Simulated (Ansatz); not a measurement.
CHAlClNO, SMILES N=[C]1[O][Al]1[Cl], harmonic frequencies at the relaxed geometry

With the Python package of Ansatz (0.2.0).

Typed at the interpreter:
```pycon
>>> import ansatz as az
>>> from ase import Atoms
>>> from ase.thermochemistry import IdealGasThermo
>>> import numpy as np
>>> BASIS_SET = "cc-pVDZ"
>>> FUNCTIONAL = "b3lyp"
>>> system = (
...     az.Crystal.molecule()
...     .atom("N", [0.7653, 0.0669, 1.5617])
...     .atom("C", [0.1452, -0.2375, 0.4435])
...     .atom("O", [-0.48, -1.3119, -0.4137])
...     .atom("Al", [-0.389, 0.2932, -1.1441])
...     .atom("Cl", [-0.9053, 1.7128, -2.7779])
...     .atom("H", [0.906, -0.5876, 2.2842])
... )
>>> job = system.calculation().basis(gaussian=BASIS_SET).functional(FUNCTIONAL)
>>> symbols = [site.symbol for site in system.cartesian_sites]
>>> start = np.array([site.position_ang for site in system.cartesian_sites], dtype=float)
>>> data = job.relax(force_tolerance=0.003).run().report

>>> end = np.array(data["positions_ang"])
>>> print("bond        before    after (A)")
bond        before    after (A)
>>> for i, j in [(0, 1), (0, 5), (1, 2), (1, 3), (2, 3), (3, 4)]:
...     d0, d1 = (np.linalg.norm(xyz[i] - xyz[j]) for xyz in (start, end))
...     print(f"{symbols[i]}{i}-{symbols[j]}{j}".ljust(10), f"{d0:8.4f} {d1:8.4f}")
...
N0-C1        1.3144   1.2458
N0-H5        0.9850   1.0335
C1-O2        1.5100   1.4163
C1-Al3       1.7571   1.9005
O2-Al3       1.7658   1.7835
Al3-Cl4      2.2251   2.1055
>>> # frequencies need a stationary point, so they are taken at the relaxed geometry
>>> minimum = az.Crystal.molecule()
>>> for symbol, xyz in zip(symbols, end):
...     minimum = minimum.atom(symbol, xyz.tolist())
...
>>> vibrating = minimum.calculation()
>>> vibrating = vibrating.basis(gaussian=BASIS_SET).functional(FUNCTIONAL)
>>> vibrating = vibrating.phonons(temperatures=(298.15, 498.15, 100))
>>> vib = vibrating.run().report["vibrations"]
>>> sums = vib["harmonic_sums"]
>>> modes = [m["omega_inv_cm"] for m in sums["modes_at_gamma"] if m["rigid_motion"] == "no"]
>>> for number, w in enumerate(modes, start=1):
...     print(f"mode {number:2d} {w:9.1f} 1/cm {w / 8065.544 * 1000:8.2f} meV")
...
mode  1     113.6 1/cm    14.08 meV
mode  2     114.4 1/cm    14.18 meV
mode  3     331.3 1/cm    41.08 meV
mode  4     371.4 1/cm    46.05 meV
mode  5     384.2 1/cm    47.63 meV
mode  6     641.7 1/cm    79.56 meV
mode  7     696.8 1/cm    86.39 meV
mode  8     788.6 1/cm    97.77 meV
mode  9     920.0 1/cm   114.07 meV
mode 10    1096.0 1/cm   135.89 meV
mode 11    1804.6 1/cm   223.74 meV
mode 12    3374.6 1/cm   418.39 meV
>>> print("imaginary modes:", sum(w < 0 for w in modes), " zero-point energy:", round(sums["zero_point_energy_ev"], 4), "eV")
imaginary modes: 0  zero-point energy: 0.6594 eV
>>> # rigid rotor and ideal gas, symmetry number taken as one
>>> gas = IdealGasThermo(vib_energies=[w / 8065.544 for w in modes if w > 0], geometry="linear" if len(modes) == 3 * len(symbols) - 5 else "nonlinear",
...                      atoms=Atoms(symbols, positions=end), symmetrynumber=1, spin=0.0)
>>> print(f"H(298 K) - E = {gas.get_enthalpy(298.15, verbose=False):.4f} eV")
H(298 K) - E = 0.8404 eV
>>> print(f"S(298 K, 1 bar) = {96485.33 * gas.get_entropy(298.15, 1e5, verbose=False):.1f} J/(mol K) with symmetry number 1")
S(298 K, 1 bar) = 323.8 J/(mol K) with symmetry number 1
```

What to keep in mind:
- The frequencies are harmonic and unscaled, in a modest basis. The result belongs to the one conformer reached from this start, and soft torsions count as harmonic oscillators.
- b3lyp holds the VWN-RPA fit, as in Gaussian; the form of ORCA and Turbomole is b3lyp5.
- The entropy takes a symmetry number of 1; a symmetric molecule's is lower by R ln(sigma).
- It ran for 2.5 min on 1 thread of Arm Neoverse V2 (shared host), peak memory 0.29 GiB.

(Lines on the test bed's own set-up are left out of the output.)
